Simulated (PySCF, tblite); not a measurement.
**C5H11FO2Si2: geometry, infrared bands and NMR shifts**

Aim: predict the infrared bands and NMR shifts of C5H11FO2Si2 (`CC(=O)O[Si@@H]1C[SiH2][C@H](F)C1`).

Programs: tblite 0.8.0 and PySCF 2.14.0, with density-fitted response routines of our own. Each step states its level of theory. These are calculated values for one molecule in the gas phase, unless marked as measured. Atoms count from 0, in the outputs and in this text.

## (1) The starting structure

21 atoms, charge 0, multiplicity 1; geometry from: force field or distance geometry start.

Bonds of the start (Å): C0–C1 1.51, C1–O2 1.25, C1–O3 1.36, O3–Si4 1.73, Si4–C5 1.89, C5–Si6 1.86, Si6–C7 1.84, C7–F8 1.39, C7–C9 1.47, C9–Si4 1.85, C0–H10 1.10, C0–H11 1.10, C0–H12 1.12, Si4–H13 1.44, C5–H14 1.08, C5–H15 1.11, Si6–H16 1.47, Si6–H17 1.48, C7–H18 1.12, C9–H19 1.11, C9–H20 1.12.

## (2) Geometry optimisation with GFN2-xTB

The job: settings as JSON, then the geometry in Å.

```
{"job": {"kind": "relax", "xc": "GFN2-xTB", "basis": "xTB"}, "charge": 0, "multiplicity": 1}
C      3.893600     0.173400    -0.448200
C      2.515600     0.743600    -0.195200
O      2.263300     1.956900    -0.333400
O      1.554300    -0.129000     0.223300
Si    -0.071000     0.351300     0.584100
C     -0.840900    -1.144500     1.434600
Si    -2.572400    -0.985500     0.774800
C     -2.503500     0.182700    -0.641800
F     -3.048900    -0.455700    -1.748800
C     -1.119700     0.607300    -0.917100
H      3.920600    -0.436900    -1.367300
H      4.571100     1.041600    -0.460200
H      4.202600    -0.478200     0.414500
H     -0.153600     1.505900     1.444500
H     -0.382800    -2.065600     1.094100
H     -0.747300    -0.978600     2.523700
H     -3.109400    -2.308200     0.418700
H     -3.392200    -0.444500     1.883900
H     -3.179400     1.053900    -0.424500
H     -1.143100     1.698600    -1.131400
H     -0.665700     0.128300    -1.819400
```

On the command line:

```console
$ OMP_NUM_THREADS=1 python probes_run.py task.json out
```

One launch serves the whole session: the jobs run in the order shown.

**Question.** This job is followed by: GFN2-xTB harmonic vibrations, gas phase; GIAO PBE0/pcSseg-1 NMR shielding, non-relativistic, gas phase. What will the session give for the following? strongest single infrared mode (GFN2-xTB); zero-point energy (GFN2-xTB); ¹³C shifts against TMS (PBE0/pcSseg-1); ¹H shifts against TMS (PBE0/pcSseg-1, means over atoms taken as alike); ¹⁷O shifts against H2O (PBE0/pcSseg-1); ²⁹Si shifts against TMS (PBE0/pcSseg-1); ¹⁹F shifts against CFCl3 (PBE0/pcSseg-1).

As calculated:

| quantity | value |
| --- | --- |
| strongest single infrared mode (GFN2-xTB) | 2259 cm⁻¹, 406 km/mol |
| zero-point energy (GFN2-xTB) | 93.6 kcal/mol |
| ¹³C shifts against TMS (PBE0/pcSseg-1) | 177.2, 89.9, 25.5, 24.0, -11.1 ppm |
| ¹H shifts against TMS (PBE0/pcSseg-1, means over atoms taken as alike) | 5.36, 5.16, 4.38, 4.31, 2.35, 2.18, 1.34, 0.26, -0.02 ppm |
| ¹⁷O shifts against H2O (PBE0/pcSseg-1) | 471.8, 216.5 ppm |
| ²⁹Si shifts against TMS (PBE0/pcSseg-1) | 7.3, -37.3 ppm |
| ¹⁹F shifts against CFCl3 (PBE0/pcSseg-1) | -238.9 ppm |

In words: Relaxing lowered the energy by 0.725 eV in 153 steps; the close pair that moved most is Si6–C7, from 1.837 to 1.924 Å. No mode is imaginary among the 57: a minimum at this level. The strongest single mode, at 2259 cm⁻¹, moves mainly H17. Unscaled tight-binding wavenumbers are off by several per cent, some by more. Its intensities can rank the bands wrongly. At PBE0/pcSseg-1: The largest span, 638 ppm, is at O2, where the paramagnetic term is -540 ppm.
